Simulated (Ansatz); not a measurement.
**C₆H₆O₂: how energies converge with the basis set**

How large a basis does C₆H₆O₂ need? Two functionals are run in growing sets.

Computed with Ansatz 0.2.0, Gaussian basis. Level: one geometry, several basis sets.

The runs, in order: PBE0-D4/def2-SVP; ωB97M-V/def2-SVP; PBE0-D4/def2-QZVPP; ωB97M-V/def2-QZVPP; the functionals' def2-TZVPP values are taken from earlier runs.

### Step 1. The geometry

The geometry comes from an earlier relaxation with PBE0-D4 in a triple-zeta def2 set; it is a stationary point, not always the lowest conformer.

SMILES `Oc1ccccc1O`, 14 atoms, charge 0, spin multiplicity 1.

Atoms are counted from 1 here; the program's logs count them from 0.

Bond lengths: O1–C2 1.366 Å, O1–H9 0.960 Å, C2–C3 1.382 Å, C2–C7 1.396 Å, C3–C4 1.389 Å, C3–H10 1.086 Å, C4–C5 1.385 Å, C4–H11 1.083 Å, C5–C6 1.388 Å, C5–H12 1.083 Å, C6–C7 1.383 Å, C6–H13 1.083 Å, C7–O8 1.352 Å, O8–H14 0.964 Å. Angles: C2–O1–H9 109.9°, O1–C2–C3 124.3°, O1–C2–C7 115.3°, C3–C2–C7 120.4°, C2–C3–C4 119.9°, C2–C3–H10 119.6°, C4–C3–H10 120.5°, C3–C4–C5 119.8°, C3–C4–H11 119.7°, C5–C4–H11 120.5°, C4–C5–C6 120.3°, C4–C5–H12 120.2°, C6–C5–H12 119.5°, C5–C6–C7 120.2°, C5–C6–H13 121.4°, C7–C6–H13 118.4°, C2–C7–C6 119.4°, C2–C7–O8 120.4° and more.

### Step 2. PBE0-D4 in def2-SVP

File in.yaml:

```yaml
crystal:
  periodic: [false, false, false]
  atoms:
    - {symbol: O, position_ang: [0.552260, -1.260614, 1.876071]}
    - {symbol: C, position_ang: [0.340875, -0.482509, 0.773173]}
    - {symbol: C, position_ang: [1.310081, 0.297862, 0.172576]}
    - {symbol: C, position_ang: [0.994160, 1.055620, -0.948392]}
    - {symbol: C, position_ang: [-0.292627, 1.024559, -1.458838]}
    - {symbol: C, position_ang: [-1.266610, 0.240448, -0.855592]}
    - {symbol: C, position_ang: [-0.957631, -0.515777, 0.260728]}
    - {symbol: O, position_ang: [-1.905354, -1.279935, 0.849489]}
    - {symbol: H, position_ang: [1.464888, -1.178870, 2.162726]}
    - {symbol: H, position_ang: [2.315973, 0.313558, 0.582330]}
    - {symbol: H, position_ang: [1.756950, 1.666010, -1.415782]}
    - {symbol: H, position_ang: [-0.546157, 1.612737, -2.332485]}
    - {symbol: H, position_ang: [-2.278882, 0.203162, -1.240132]}
    - {symbol: H, position_ang: [-1.500823, -1.725448, 1.602930]}
basis:
  gaussian: {orbitals: def2-SVP}
hamiltonian: {xc: pbe0, dispersion: d4}
output: {orbitals: {seedname: orbitals}}
```

Launch:

```
$ ansatz run in.yaml --threads 2 --pin off --events-out ev --progress --plain --max-ram 22528MiB --backend cpu
```

After this run come: ωB97M-V in def2-SVP; PBE0-D4 in def2-QZVPP; ωB97M-V in def2-QZVPP.

**Question.** What will the summary of the whole plan be? Wanted: PBE0-D4: double and triple zeta above quadruple; ωB97M-V: double and triple zeta above quadruple.

**Answer**, as computed:

| quantity | value |
| --- | --- |
| PBE0-D4: double and triple zeta above quadruple | 12.20, 0.56 eV |
| ωB97M-V: double and triple zeta above quadruple | 12.55, 0.52 eV |

What this shows: PBE0-D4 gains 11.64 eV from double to triple zeta, then 0.56 eV more. These are total energies; as a rule much of such shifts cancels in differences, which this series doesn't test. The LUMO of ωB97M-V is positive and keeps falling with the basis (2.22 to 1.44 eV): an unbound level that the basis holds in place.
